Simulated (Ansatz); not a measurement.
# Zn2CrIn3Te8: the cost of one run

Computed with Ansatz 0.2.0 (DFT PBE, PAW, plane waves, scalar-relativistic, unless a step's input says otherwise).

**1. The starting structure**

Symmetry: P-4, No. 81, tetragonal system. The conventional cell has a = 6.122 Å, b = 6.122 Å, c = 12.240 Å, α = 90.00°, β = 90.00°, γ = 90.00°. Cr (site symmetry -4) is surrounded by 4 Te at 2.65 Å. Around In (site symmetry 2) lie 4 Te at 2.65 Å. Zn (site symmetry -4) has 4 Te at 2.65 Å as nearest neighbours. Around Te (site symmetry 1) lie 1 Cr at 2.65 Å and 1 In at 2.65 Å and 1 Zn at 2.65 Å. Te (site symmetry 1) has 2 In at 2.65 Å and 1 Zn at 2.65 Å as nearest neighbours. In (site symmetry -4) is surrounded by 4 Te at 2.65 Å.

Coordinates:

```cif
data_structure
_symmetry_space_group_name_H-M 'P 1'
_symmetry_Int_Tables_number 1
_cell_length_a 6.1220
_cell_length_b 6.1220
_cell_length_c 12.2400
_cell_angle_alpha 90.000
_cell_angle_beta 90.000
_cell_angle_gamma 90.000
_cell_volume 458.74
loop_
_atom_site_label
_atom_site_type_symbol
_atom_site_fract_x
_atom_site_fract_y
_atom_site_fract_z
_atom_site_occupancy
Cr1 Cr 0.50000 0.50000 0.00000 1
In1 In 0.00000 0.50000 0.25000 1
Zn1 Zn 0.00000 0.00000 0.00000 1
Te1 Te 0.25000 0.25000 0.12500 1
Te2 Te 0.75000 0.25000 0.37500 1
Te3 Te 0.75000 0.75000 0.12500 1
Te4 Te 0.25000 0.75000 0.37500 1
In2 In 0.00000 0.00000 0.50000 1
In3 In 0.50000 0.00000 0.75000 1
Zn2 Zn 0.50000 0.50000 0.50000 1
Te5 Te 0.75000 0.75000 0.62500 1
Te6 Te 0.25000 0.75000 0.87500 1
Te7 Te 0.25000 0.25000 0.62500 1
Te8 Te 0.75000 0.25000 0.87500 1
```

Atoms are counted from 1 in the order of input.yaml (Te14 and so on).

The first starts: usual moment, plain SCF; no spin polarisation; spin on, no moments given (the program may seed its own), plain SCF. What is tried next depends on their ends.

“Plain SCF” means no search for lower states. The default search runs further SCF cycles only where the state itself hints at a lower one. The standard and full searches may also try other magnetic orders and fillings, and need not reach the lowest state. With a search on, the program may also reshape the start on open shells. 

Site moments are integrals over atomic spheres and don't add up to the total.

**2. Usual moment, plain SCF**

Input file input.yaml:

```yaml
crystal:
  lattice:
    - [6.122, 0.0, 0.0]
    - [0.0, 6.122, 0.0]
    - [0.0, 0.0, 12.24]
  atoms:
    - { symbol: Cr, position: [0.5, 0.5, 0.0], spin: 3.0 }
    - { symbol: In, position: [0.0, 0.5, 0.25] }
    - { symbol: Zn, position: [0.0, 0.0, 0.0] }
    - { symbol: Te, position: [0.25, 0.25, 0.125] }
    - { symbol: Te, position: [0.75, 0.25, 0.375] }
    - { symbol: Te, position: [0.75, 0.75, 0.125] }
    - { symbol: Te, position: [0.25, 0.75, 0.375] }
    - { symbol: In, position: [0.0, 0.0, 0.5] }
    - { symbol: In, position: [0.5, 0.0, 0.75] }
    - { symbol: Zn, position: [0.5, 0.5, 0.5] }
    - { symbol: Te, position: [0.75, 0.75, 0.625] }
    - { symbol: Te, position: [0.25, 0.75, 0.875] }
    - { symbol: Te, position: [0.25, 0.25, 0.625] }
    - { symbol: Te, position: [0.75, 0.25, 0.875] }
magnetization:
  spin_polarized: true
hamiltonian:
  xc: pbe
  pseudopotentials: { kind: paw }
basis:
  ecutwfc: 420
kpoints:
  mp_grid: { grid: [2, 2, 1] }
scf:
  occupations: { method: fermi_dirac, width: 0.05 }
  lower_state_search: "off"
output:
  forces: true
  stress: true
  write_density: true
  write_potential: true
  elf: true
  volumetric_format: npy
```

Started as:

```
$ ansatz run input.yaml --threads 4 --pin off --max-ram 9216MiB --backend cpu --events-out ev --progress --plain --runs-dir out
```

Q: Estimate wall time and peak memory on 4 threads of Arm Neoverse V1, shared host.

About 13 s, with a peak of 1.4 GiB.
